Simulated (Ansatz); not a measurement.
**CHClGe+ (doublet): the correlation ladder, cc-pVDZ**

An exercise on one series of results from a longer session: the logs are not shown, and one member is left open.

Program: Ansatz 0.2.0, Gaussian basis. Level of theory: cc-pVDZ, core rule «outside noble gas», up to 20 orbitals frozen. These are calculated values, not measurements.

Plan: UHF; CCSD(T) on ROHF; CCSD(T) on UHF; BCCD(T) on ROHF; CISD; CCSDT(Q) on ROHF; CCSDT(Q) on UHF; CASSCF and MRCISD+Q, 9 electrons in 9 orbitals; CASSCF and NEVPT2, 9 electrons in 9 orbitals.

20 further runs of the same task are left out: 12 that didn't finish, 8 set aside as unsound or not needed.

### What is computed

The geometry is a PBE0/def2-TZVP stationary point (not a proven minimum) of the parent state, kept for this charge and spin. No spin-orbit coupling is included. The filled d shell of Ge may be among the frozen orbitals whatever the setting's name suggests; the logs give the count.

4 atoms, charge 1, spin multiplicity 2.

Atoms are counted from 1 here; the program's logs count them from 0.

Bond lengths: Cl1–C2 1.734 Å, C2–Ge3 1.812 Å, C2–H4 1.087 Å. Angles: Cl1–C2–Ge3 120.3°, Cl1–C2–H4 112.8°, Ge3–C2–H4 126.9°.

Set-up of the first run:

Input file in.yaml:

```yaml
crystal:
  periodic: [false, false, false]
  atoms:
    - {symbol: Cl, position_ang: [0.000000, -0.175004, 1.999233]}
    - {symbol: C, position_ang: [0.000000, 0.759281, 0.538339]}
    - {symbol: Ge, position_ang: [0.000000, -0.065528, -1.074810]}
    - {symbol: H, position_ang: [0.000000, 1.830346, 0.723794]}
basis:
  gaussian: {orbitals: cc-pVDZ}
total_charge: 1
magnetization: {spin_polarized: true, initial_magnetization: 1}
hamiltonian: {xc: hf}
output: {orbitals: {seedname: orbitals}}
```

Launch:

```bash
$ ansatz run in.yaml --threads 1 --pin off --events-out ev --progress --plain --max-ram 2393MiB
```

Among the steps run: UHF; CCSD(T) on ROHF; CCSD(T) on UHF; BCCD(T) on ROHF; CISD; CCSDT(Q) on ROHF; CCSDT(Q) on UHF; CASSCF and MRCISD+Q, 9 electrons in 9 orbitals; CASSCF and NEVPT2, 9 electrons in 9 orbitals.

One table of the session follows, with a row left open; its other results are not shown here.

It belongs to the step «Misses and costs». 

| method | from UCCSDT(Q) (meV) |
| --- | --- |
| ROHF | +9722.0 |
| UHF | +9628.8 |
| RMP2 | +1373.6 |
| UMP2 | +1401.6 |
| RCCSD | +368.0 |
| UCCSD | ? |
| RCCSD(T) | +59.8 |
| UCCSD(T) | +61.5 |
| BCCD(T) | +55.4 |
| RCCSDT | +26.7 |
| UCCSDT | +26.1 |
| RCCSDT(Q) | +4.2 |
| UCCSDT(Q) | 0 |
| CASSCF frontier | +7313.7 |
| MRCISD frontier | +793.5 |
| MRCISD+Q frontier | +80.9 |

Estimate the missing values for UCCSD.

**Answer.** from UCCSDT(Q) (meV): +365.6. In the column «from UCCSDT(Q) (meV)» it lies between MRCISD+Q frontier (+80.9) and RCCSD (+368.0).

Not comparable, so not listed: CISD; CASSCF and NEVPT2, 9 electrons in 9 orbitals (they don't share determinant, frozen orbitals or solution with the rows shown, or repeat one).

To keep in mind: Restricted and unrestricted rows rest on different reference determinants; where their highest levels disagree by more than a few hundredths of an eV, they describe different states and don't form one ladder. Warnings in the runs' records: passed over end.
